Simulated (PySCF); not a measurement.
AsH3, in a box:

```xyz
4
Lattice="12.0000 0.0000 0.0000 0.0000 11.0000 0.0000 0.0000 0.0000 11.0000" Properties=species:S:1:pos:R:3 pbc="T T T"
As    5.8643    6.0462    5.0455
H     6.4300    6.1889    6.4510
H     5.0120    4.8531    5.4526
H     7.0139    5.1461    4.6171
```

Base run:

| Item | Value |
| --- | --- |
| Program | PySCF 2.14.0 |
| Functional | SOGGA11 |
| Potentials or basis | pob-tzvp-rev2 (all-electron) |
| k mesh | 1 × 1 × 1 |
| Occupations | fixed |
| Spin | no spin polarisation |

Its results: gap between the frontier levels 6.66 eV.

Q: After a change of settings the same cell gave: gap between the frontier levels 7.13 eV. Which change was it?
A. functional from SOGGA11 to HLE16
B. functional from SOGGA11 to r2SCAN0; dispersion from none to D4
C. functional from SOGGA11 to HSE03
D. functional from SOGGA11 to PBE

A: A.

Caveats: this is a molecule in a periodic box at the Γ point, so its band gap is the HOMO-LUMO gap; relativity is left out, which matters for the heavier elements; the basis of atomic orbitals isn't converged, which shifts pressures, moduli and gaps.
